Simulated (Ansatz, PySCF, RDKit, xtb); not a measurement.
**SnHSeF3: ranking a sample of isomers**

Which of a sample of isomers of SnHSeF3 is the most stable in the gas at 298.15 K, and what are its properties? The sample is small against all isomers, and the most stable one of this formula need not be in it.

Plan: many cheap relaxations first (GFN2-xTB), then density-functional screening, relaxation at PBE0-D4/def2-SVP, vibrations and a final energy. The numbers are computed, not measured.

**1. Drawing up candidates**

Isomers were drawn by moving bonds and hydrogen atoms under normal valences; this is a sample, not all of them. O–O, O–halogen and N–halogen bonds and N–N–N chains are not drawn. That gives 2 candidates.

| label | SMILES | spin |
| --- | --- | --- |
| c397 | [F][Sn]([F])([F])[SeH] | singlet |
| c957 | F[Se][SnH]([F])[F] | singlet |

Candidates are built by distance geometry, with a force field where one applies, in up to four conformers (letters a to d).

**Question.** With final energies at CCSD(T)/def2-SVP + MP2/def2-TZVPP - MP2/def2-SVP, which structure will this search put lowest in free energy, and by what margin?

| quantity | value |
| --- | --- |
| lowest structure found | [F][Sn]([F])([F])[SeH], singlet, C1 |
| next finalist | F[Se][SnH]([F])[F], singlet, 41.7 kcal/mol higher in G |
| share at equilibrium, among the finalists | 100.0 % |
| harmonic wavenumbers, lowest and highest (PBE0-D4/def2-SVP) | 33i and 2445 cm⁻¹ |
| rotational constants, same geometry | 0.09462, 0.03248, 0.03206 cm⁻¹ |
| dipole moment (PBE0/def2-TZVPD) | 3.82 D |
| HOMO energy (PBE0/def2-TZVPD) | -8.59 eV |
| LUMO energy (PBE0/def2-TZVPD) | -3.28 eV |
| HOMO–LUMO gap (PBE0/def2-TZVPD) | 5.31 eV |
| lowest excitation (TD-CAM-B3LYP/def2-SVPD) | 3.90 eV (f = 0.010) |
| strongest of the states computed, same level | 6.48 eV (f = 0.268) |
| lowest triplet excitation, same level, Tamm-Dancoff | 3.42 eV |
| vertical ionisation energy | 10.80 eV |
| vertical electron affinity | 1.45 eV |
| vertical triplet less singlet | +3.69 eV |

The lowest structure found is `[F][Sn]([F])([F])[SeH]`. The margin of 41.7 kcal/mol over the next finalist is beyond the usual error of the last level; it says nothing of structures that weren't ranked. r2SCAN-D4/def2-SVP, PBE0-D4/def2-SVP, HF/def2-SVP and MP2/def2-SVP already put its bonding pattern lowest among the structures in one piece. It still has an imaginary mode, so it is no strict minimum; a nearby shape lies a little lower. Spin-orbit coupling, which matters for elements this heavy, is left out. Lowest found is not proven lowest: the search is finite, and each finalist counts with one conformer. Only 2 drawn patterns were tried, so whole families of isomers are missing, and the result ranks this sample alone. The lowest isomer need not be the one that is made and kept in a bottle, which depends on barriers.
